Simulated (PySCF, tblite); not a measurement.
# C₆H₁₀NSi radical: geometry, infrared bands and EPR parameters

Aim: predict the infrared bands and EPR parameters of C₆H₁₀NSi radical (`[CH2]CC1=NCC([SiH3])=C1`).

Computed with tblite 0.8.0 and PySCF 2.14.0, with density-fitted response routines of our own, on a single molecule in the gas phase. Atoms are numbered from 0 throughout.

**1. Starting geometry**

18 atoms, charge 0, multiplicity 2; geometry from: force field or distance geometry start.

Bonds of the start (Å): C0–C1 1.48, C1–C2 1.52, C2–N3 1.31, N3–C4 1.48, C4–C5 1.48, C5–Si6 1.81, C5–C7 1.33, C7–C2 1.47, C0–H8 1.09, C0–H9 1.08, C1–H10 1.10, C1–H11 1.09, C4–H12 1.10, C4–H13 1.10, Si6–H14 1.49, Si6–H15 1.47, Si6–H16 1.48, C7–H17 1.07.

**2. Optimising the geometry with GFN2-xTB**

What the job is given:

```
{"job": {"kind": "relax", "xc": "GFN2-xTB", "basis": "xTB"}, "charge": 0, "multiplicity": 2}
C     -2.937500     0.813800     0.506600
C     -2.282400    -0.512100     0.478700
C     -0.883700    -0.393200    -0.096600
N     -0.660900    -0.492000    -1.386800
C      0.798800    -0.297600    -1.492500
C      1.265300    -0.061700    -0.106600
Si     3.020100     0.254500     0.231900
C      0.264600    -0.107500     0.767800
H     -3.693200     1.032200     1.257000
H     -2.842500     1.489100    -0.332300
H     -2.208600    -0.914200     1.504800
H     -2.865700    -1.223900    -0.110300
H      0.985600     0.567800    -2.138300
H      1.257900    -1.190800    -1.944100
H      3.230500     0.431900     1.697000
H      3.463500     1.483900    -0.447600
H      3.845100    -0.885000    -0.231300
H      0.234300     0.010900     1.830800
```

The run is started by

```bash
> OMP_NUM_THREADS=1 python probes_run.py task.json out
```

The driver reads the jobs from task.json and runs them one after another.

**Question.** This job is followed by: GFN2-xTB harmonic vibrations, gas phase; UKS B3LYP, pcH-1 on C H N Si, non-relativistic, mean-field spin-orbit, GIAO. Predict these results of the whole session: strongest single infrared mode (GFN2-xTB); zero-point energy (GFN2-xTB); g(iso) (B3LYP); ⟨S²⟩; largest a(iso) (averaged by class); potential on the surface of density 0.002 e/bohr³, 1st and 99th percentile.

As calculated:

| quantity | value |
| --- | --- |
| strongest single infrared mode (GFN2-xTB) | 789 cm⁻¹, 387 km/mol |
| zero-point energy (GFN2-xTB) | 84.0 kcal/mol |
| g(iso) (B3LYP) | 2.00273 |
| ⟨S²⟩ | 0.755 (exact 0.75) |
| largest a(iso) (averaged by class) | 13C on C0, 99.6 MHz |
| potential on the surface of density 0.002 e/bohr³, 1st and 99th percentile | -1.85 V and 1.14 V |

**Reading.** Relaxing lowered the energy by 0.350 eV in 104 steps; the close pair that moved most is C5–Si6, from 1.815 to 1.870 Å. All 48 modes are real, so the xTB geometry is a minimum. The strongest single mode, at 789 cm⁻¹, moves mainly H15 and H16. GFN2-xTB is a fitted tight-binding method: band positions and strengths are rough. Its intensities can rank the bands wrongly. Most of the unpaired spin sits on C0 (1.06 e). The isotropic g lies 0.4 ppt above the free-electron value. The conformer search found further structures of the same energy, which may be mirror or relabelled copies of this one.
